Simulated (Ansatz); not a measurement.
# H6PtC2: the cost of one run

Computed with Ansatz 0.2.0 (DFT PBE, scalar-relativistic, plane waves, PAW, unless a step's input says otherwise).

### Step 1. The starting structure

It takes space group Fm-3m (No. 225, cubic). The conventional cell has a = 6.910 Å, b = 6.910 Å, c = 6.910 Å, α = 90.00°, β = 90.00°, γ = 90.00°. H (site symmetry 4mm) has 1 Pt at 1.73 Å in its first shell of neighbours. Pt (site symmetry m-3m) is surrounded by 6 H at 1.73 Å. Around C (site symmetry -43m) lie 12 H at 2.44 Å.

Structure file:

```
H Pt C
1.0
     0.00000    3.45483    3.45483
     3.45483    0.00000    3.45483
     3.45483    3.45483    0.00000
H Pt C
6 1 2
Direct
  0.25052 0.25052 0.74948
  0.74948 0.25052 0.74948
  0.25052 0.74948 0.74948
  0.74948 0.74948 0.25052
  0.25052 0.74948 0.25052
  0.74948 0.25052 0.25052
  0.00000 0.00000 0.00000
  0.75000 0.75000 0.75000
  0.25000 0.25000 0.25000
```

A structure generator made this guess: species swapped into a database cell of K2TeCl6 (Fm-3m, No. 225), with C on the K sites, Pt on the Te sites and H on the Cl sites. Lengths come from tabulated atomic sizes and are only a guess.

### Step 2. Probe: one point on a coarse mesh

Input file input.yaml:

```yaml
crystal:
  lattice:
    - [0.0, 3.45483287, 3.45483287]
    - [3.45483287, 0.0, 3.45483287]
    - [3.45483287, 3.45483287, 0.0]
  atoms:
    - { symbol: H, position: [0.250521, 0.250521, 0.749479] }
    - { symbol: H, position: [0.749479, 0.250521, 0.749479] }
    - { symbol: H, position: [0.250521, 0.749479, 0.749479] }
    - { symbol: H, position: [0.749479, 0.749479, 0.250521] }
    - { symbol: H, position: [0.250521, 0.749479, 0.250521] }
    - { symbol: H, position: [0.749479, 0.250521, 0.250521] }
    - { symbol: Pt, position: [0.0, 0.0, 0.0] }
    - { symbol: C, position: [0.75, 0.75, 0.75] }
    - { symbol: C, position: [0.25, 0.25, 0.25] }
basis:
  ecutwfc: 420
kpoints:
  mp_grid: { grid: [4, 4, 4] }
hamiltonian:
  xc: pbe
scf:
  occupations: { method: gaussian, width: 0.1 }
  lower_state_search: "off"
output:
  forces: true
  stress: true
  eigenvalues: true
```

Run with:

```console
$ ansatz run input.yaml --threads 1 --pin off --max-ram 2560MiB --backend cpu --events-out ev --progress --plain --runs-dir out
```

**Question.** How long does this run take on 1 thread of Intel Xeon at 2.70GHz, shared host, and how much memory does it need?

About 1.6 s, with a peak of 0.35 GiB.
